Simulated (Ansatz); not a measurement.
## C₂H₇AlBFSi, SMILES C=C[SiH](F)[BH][AlH2]: a geometry optimisation, step by step

Program: the Python package of Ansatz (0.2.0).

Typed at the interpreter:
```pycon
>>> import ansatz as az
>>> import numpy as np
>>> import pandas as pd
>>> BASIS = "6-31G*"
>>> XC = "hf"
>>> GEOMETRY = """
... C     0.35940   -2.13960    0.64950
... C     1.11010   -1.06650    0.37210
... Si    0.76770    0.04980   -1.08300
... F     0.89750   -0.84250   -2.49760
... B    -0.92600    0.89940   -0.88950
... Al   -1.31380    2.07340    0.79530
... H     0.53980   -2.73170    1.49470
... H    -0.51160   -2.29230    0.00540
... H     1.97220   -0.84880    1.05400
... H     1.84960    1.08030   -1.09990
... H    -1.77120    0.75660   -1.67400
... H    -2.71880    2.76520    0.99070
... H    -0.23450    2.26220    1.89700
... """
>>> c2h7albfsi = az.Crystal.molecule()
>>> for line in GEOMETRY.strip().splitlines():
...     symbol, *xyz = line.split()
...     c2h7albfsi = c2h7albfsi.atom(symbol, [float(v) for v in xyz])
...
>>> setup = c2h7albfsi.calculation().basis(gaussian=BASIS).functional(XC)
>>> symbols = [site.symbol for site in c2h7albfsi.cartesian_sites]
>>> start = np.array([site.position_ang for site in c2h7albfsi.cartesian_sites], dtype=float)
>>> r = setup.relax(force_tolerance=0.005).run().report

>>> end = np.array(r["positions_ang"])
>>> print(f"E = {r['free_energy_ev']:.6f} eV = {r['free_energy_ev'] / 27.211386246:.7f} Ha")
E = -19993.376664 eV = -734.7430404 Ha
>>> print("converged:", r["converged"], " doubts:", r["published_state_doubts"] or "none")
converged: True  doubts: none
>>> print("bond        before    after (A)")
bond        before    after (A)
>>> for i, j in [(0, 1), (0, 6), (0, 7), (1, 2), (1, 8), (2, 3), (2, 4), (2, 9), (4, 5), (4, 10), (5, 11), (5, 12)]:
...     d0, d1 = (np.linalg.norm(xyz[i] - xyz[j]) for xyz in (start, end))
...     print(f"{symbols[i]}{i}-{symbols[j]}{j}".ljust(10), f"{d0:8.4f} {d1:8.4f}")
...
C0-C1        1.3387   1.3253
C0-H6        1.0476   1.0775
C0-H7        1.0940   1.0761
C1-Si2       1.8657   1.8707
C1-H8        1.1205   1.0813
Si2-F3       1.6775   1.6073
Si2-B4       1.9047   2.0275
Si2-H9       1.4942   1.4798
B4-Al5       2.0898   2.1477
B4-H10       1.1620   1.1963
Al5-H11      1.5782   1.5902
Al5-H12      1.5538   1.5905
>>> charges = r["charge_distribution"]
>>> table = pd.DataFrame({"atom": symbols, "mulliken": charges["mulliken_charges_e"], "lowdin": charges["lowdin_charges_e"]})
>>> table.round(3)
   atom  mulliken  lowdin
0     C    -0.348  -0.197
1     C    -0.449  -0.309
2    Si     1.037   0.454
3     F    -0.509  -0.182
4     B    -0.310  -0.232
5    Al     0.515   0.320
6     H     0.184   0.126
7     H     0.200   0.144
8     H     0.185   0.151
9     H    -0.171  -0.108
10    H     0.007   0.065
11    H    -0.170  -0.116
12    H    -0.171  -0.117
>>> print("dipole (e A):", np.round(charges["dipole_moment_e_ang"], 4) + 0.0)
dipole (e A): [-0.039   0.0306  0.2619]
>>> with open("c2h7albfsi_opt.xyz", "w") as handle:
...     handle.write(f"{len(symbols)}\nrelaxed C2H7AlBFSi\n")
...     handle.writelines(f"{s:2s} {x:11.6f} {y:11.6f} {z:11.6f}\n" for s, (x, y, z) in zip(symbols, end))
...
22
```

It writes `c2h7albfsi_opt.xyz`:
```text
13
relaxed C2H7AlBFSi
C     1.021356   -2.456675    0.363603
C     0.976998   -1.133007    0.413149
Si    0.456343   -0.079069   -1.042113
F     0.216793   -1.087277   -2.270784
B    -1.198865    0.998217   -0.583388
Al   -1.341633    2.566115    0.877406
H     1.315686   -3.053941    1.210740
H     0.768258   -3.000164   -0.530017
H     1.245504   -0.649900    1.342505
H     1.559023    0.820209   -1.448701
H    -2.199370    0.717622   -1.176174
H    -1.144235    4.086996    0.457142
H    -1.655456    2.236373    2.401332
```

Notes:
- Total energies depend on the basis set; only differences at equal settings carry meaning.
- The end point is the stationary point reached from this start; no frequency run checks that it is a minimum, and the basis set is modest.
- The Löwdin charges here are taken after orthogonalising the functions within each atom; they differ from plain Löwdin charges, and their signs can be unphysical.
- Timing: 3.3 min on 1 thread of Intel(R) Xeon(R) Platinum 8375C CPU @ 2.90GHz (Ice Lake), with other jobs on the host, peak memory 0.37 GiB.

(Lines on the test bed's own set-up are left out of the output.)
